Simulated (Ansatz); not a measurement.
# Ge4H: the cost of one run

Program: Ansatz 0.2.0. Level of theory: DFT PBE+D3(BJ), scalar-relativistic, plane waves, PAW. These are calculated values, not measurements.

5 further runs of the same task are left out: 1 that didn't finish, 4 set aside as unsound or not needed. Runs told in other sessions of the task aren't counted.

## Step 1: The system as given

It takes space group Pm (No. 6, monoclinic). The conventional cell has a = 4.030 Å, b = 4.030 Å, c = 21.642 Å, α = 90.00°, β = 90.00°, γ = 90.00°. Ge (site symmetry m) has 2 Ge at 2.47 Å in its first shell of neighbours. Ge (site symmetry m) is surrounded by 4 Ge at 2.47 to 2.51 Å. Around Ge (site symmetry m) lie 2 Ge at 2.47 Å and 1 H at 2.92 Å. H (site symmetry m) has 1 Ge at 2.92 Å in its first shell of neighbours.

Structure file:

```cif
data_structure
_symmetry_space_group_name_H-M 'Pm'
_symmetry_Int_Tables_number 6
_cell_length_a 4.0304
_cell_length_b 4.0304
_cell_length_c 21.6417
_cell_angle_alpha 90.000
_cell_angle_beta 90.000
_cell_angle_gamma 90.000
_cell_volume 351.54
loop_
_atom_site_label
_atom_site_type_symbol
_atom_site_symmetry_multiplicity
_atom_site_Wyckoff_symbol
_atom_site_fract_x
_atom_site_fract_y
_atom_site_fract_z
_atom_site_occupancy
Ge1 Ge 1 a 0.50000 0.00000 0.18483 1
Ge2 Ge 1 a 0.00000 0.00000 0.25067 1
Ge3 Ge 1 b 0.00000 0.50000 0.31966 1
Ge4 Ge 1 b 0.50000 0.50000 0.38544 1
H1 H 1 b 0.87500 0.50000 0.50096 1
```

This is the geometry of the first run shown, built on a cell relaxed beforehand with the same method.

## Step 2: What is varied

Atoms count from 1 in the order of the input.

H is moved over the surface cell at a fixed height above a rigid substrate; the origin of the map has the adsorbate above Ge4; the height is held at 2.50 Å.

First coordinate, position of H5 along the first surface vector, from above Ge4: 8 values from 0.000 to 0.875, periodic. Second coordinate, position of H5 along the second surface vector, from above Ge4: 8 values from 0.000 to 0.875, periodic.

Nothing else is relaxed. Points are written as (first, second).

The two vectors of the plane (Å): (4.030, 0.000, 0.000); (0.000, 4.030, 0.000).

## Step 3: Point (0/8, 3/8) of the map's two axes

A dipole layer in the vacuum cancels the field that periodic copies would set up if the slab's two faces differ.

Contents of input.yaml:

```yaml
crystal:
  lattice:
    - [4.0303587907, 0.0, 0.0]
    - [0.0, 4.0303587907, 0.0]
    - [0.0, 0.0, 21.6416627718]
  atoms:
    - { symbol: Ge, position: [0.0, 0.5, 0.1848286817] }
    - { symbol: Ge, position: [0.0, 0.0, 0.2506714513] }
    - { symbol: Ge, position: [0.5, 0.0, 0.3196569899] }
    - { symbol: Ge, position: [0.5, 0.5, 0.3854446333] }
    - { symbol: H, position: [0.5, 0.875, 0.5009625594] }
basis:
  ecutwfc: 420
kpoints:
  mp_grid: { grid: [7, 7, 1] }
hamiltonian:
  xc: pbe
  pseudopotentials: { kind: paw, azcp: { folder: soft_1 } }
  dispersion: d3bj
scf:
  occupations: { method: gaussian, width: 0.1 }
output:
  forces: true
  eigenvalues: true
efield:
  axis: 3
  dipole_correction: true
  ramp_width: 0.04
```

Launch:

```bash
> ansatz run input.yaml --threads 1 --pin off --max-ram 3072MiB --backend cpu --events-out ev --progress --plain --runs-dir out
```

Q: Estimate wall time and peak memory on 1 thread of Arm Neoverse V2, shared host.

About 15 s, with a peak of 0.47 GiB.
